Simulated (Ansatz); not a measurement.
# C2H7GaOSi: the cost of one run

Program: Ansatz 0.2.0. Level of theory: RKS PBE/def2-SVP. These are calculated values, not measurements.

### Step 1. The starting structure

Bond lengths: C1–C2 1.328 Å, C2–Ga3 2.053 Å, Ga3–O4 1.723 Å, Ga3–Si5 2.408 Å, C1–H6 1.084 Å, C1–H7 1.084 Å, C2–H8 1.092 Å, O4–H9 0.951 Å, Si5–H10 1.474 Å, Si5–H11 1.474 Å, Si5–H12 1.475 Å. Angles (14 of 16 angles, heavy atoms first): C1–C2–Ga3 120.4°, C2–Ga3–O4 115.9°, C2–Ga3–Si5 134.1°, O4–Ga3–Si5 110.0°, C1–C2–H8 118.9°, Ga3–C2–H8 120.7°, C2–C1–H6 123.4°, C2–C1–H7 121.4°, Ga3–O4–H9 169.0°, Ga3–Si5–H10 111.3°, Ga3–Si5–H11 113.0°, Ga3–Si5–H12 111.6°, H6–C1–H7 115.2°, H10–Si5–H11 106.6°.

As a file:

```xyz
12

C    -2.3345   -0.5496   -0.5583
C    -1.7410   -0.2165    0.5816
Ga    0.2757    0.1648    0.6295
O     0.9290    0.5637    2.1729
Si    2.0145    0.1981   -1.0358
H    -3.3946   -0.7615   -0.6387
H    -1.7761   -0.6275   -1.4845
H    -2.3430   -0.1503    1.4900
H     1.1196    0.7593    3.0841
H     3.1707   -0.6159   -0.6189
H     1.5753   -0.3316   -2.3392
H     2.5043    1.5671   -1.2827
```

### Step 2. Relaxing end A

input.yaml reads:

```yaml
crystal:
  periodic: [false, false, false]
  atoms:
    - { symbol: C, position_ang: [-2.33446, -0.54962, -0.55833] }
    - { symbol: C, position_ang: [-1.74097, -0.21655, 0.5816] }
    - { symbol: Ga, position_ang: [0.27573, 0.16483, 0.62953] }
    - { symbol: O, position_ang: [0.92901, 0.56372, 2.17286] }
    - { symbol: Si, position_ang: [2.01448, 0.19813, -1.03585] }
    - { symbol: H, position_ang: [-3.39459, -0.76149, -0.63867] }
    - { symbol: H, position_ang: [-1.77606, -0.62752, -1.4845] }
    - { symbol: H, position_ang: [-2.34304, -0.15028, 1.49003] }
    - { symbol: H, position_ang: [1.11961, 0.75927, 3.0841] }
    - { symbol: H, position_ang: [3.17071, -0.61595, -0.61887] }
    - { symbol: H, position_ang: [1.5753, -0.33161, -2.33921] }
    - { symbol: H, position_ang: [2.50428, 1.56707, -1.28268] }
basis:
  gaussian: { orbitals: def2-SVP }
hamiltonian:
  xc: pbe
relax:
  f_tol: 0.02
  max_steps: 50
```

Command:

```
ansatz run input.yaml --threads 2 --pin off --max-ram 3072MiB --backend cpu --events-out ev --progress --plain --runs-dir out
```

What time and memory should one allow on 2 threads of Intel Xeon Platinum 8488C (Sapphire Rapids), shared host?

About 24 s, with a peak of 0.19 GiB.
